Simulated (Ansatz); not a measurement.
## BH4SSb, SMILES S[BH][SbH2]: a rigid scan of one bond length

Computed with Ansatz 0.2.0 through its Python package.

`run_scan.py`
```python
import ansatz as az
import numpy as np

mol = (
    az.Crystal.molecule()
    .atom("S", (-1.5258, -1.4359, -0.8884))
    .atom("B", (-0.1289, -0.2323, -0.6019))
    .atom("Sb", (0.6994, -0.0193, 1.4374))
    .atom("H", (-2.4345, -0.3641, -0.6308))
    .atom("H", (0.326, 0.3907, -1.5128))
    .atom("H", (0.7261, 1.7506, 1.3202))
    .atom("H", (2.399, -0.1577, 0.8307))
)

symbols = [site.symbol for site in mol.cartesian_sites]
start = np.array([site.position_ang for site in mol.cartesian_sites])
axis = (start[5] - start[2]) / np.linalg.norm(start[5] - start[2])
moving = [5]
lengths, energies = [1.561, 1.632, 1.703, 1.774, 1.845, 1.916, 1.987, 2.093], []
for length in lengths:
    xyz = start.copy()
    xyz[moving] += (length - np.linalg.norm(start[5] - start[2])) * axis
    point = az.Crystal.molecule()
    for symbol, place in zip(symbols, xyz):
        point = point.atom(symbol, place.tolist())
    base = point.calculation().basis(gaussian="def2-SVP").functional("b3lyp")
    report = base.run().report
    energies.append(report["free_energy_ev"])
    print(f"r = {length:6.3f} A  E = {energies[-1]:.5f} eV  <S^2> = {abs(report['mean_field']['state']['spin_squared']):.3f}")

fit = np.polynomial.Polynomial.fit(lengths, np.array(energies) - min(energies), 4).convert()
roots = [r.real for r in fit.deriv().roots() if abs(r.imag) < 1e-9 and fit.deriv(2)(r.real) > 0]
r_e = min(roots, key=lambda r: abs(r - lengths[int(np.argmin(energies))]))
print(f"minimum of the fit at {r_e:.4f} A, force constant {fit.deriv(2)(r_e):.2f} eV/A^2")
```

```console
$ python run_scan.py
r =  1.561 A  E = -18111.89910 eV  <S^2> = 0.000
r =  1.632 A  E = -18112.06722 eV  <S^2> = 0.000
r =  1.703 A  E = -18112.13627 eV  <S^2> = 0.000
r =  1.774 A  E = -18112.13102 eV  <S^2> = 0.000
r =  1.845 A  E = -18112.07063 eV  <S^2> = 0.000
r =  1.916 A  E = -18111.96995 eV  <S^2> = 0.000
r =  1.987 A  E = -18111.84043 eV  <S^2> = 0.000
r =  2.093 A  E = -18111.61193 eV  <S^2> = 0.000
minimum of the fit at 1.7319 A, force constant 13.14 eV/A^2
```

Total energies depend on the basis set; only differences at equal settings carry meaning. The rest of the molecule is held rigid at a force-field or estimated start geometry, and the basis set is modest; single-reference methods fail as a bond breaks. def2 sets replace the cores of elements past krypton by effective core potentials. b3lyp holds the VWN-RPA fit, as in Gaussian; the form of ORCA and Turbomole is b3lyp5. The orbitals are restricted, so S² is zero by construction. Wall time of the script: 23 s on 1 thread of Arm Neoverse V1 (shared host), peak memory 0.22 GiB.
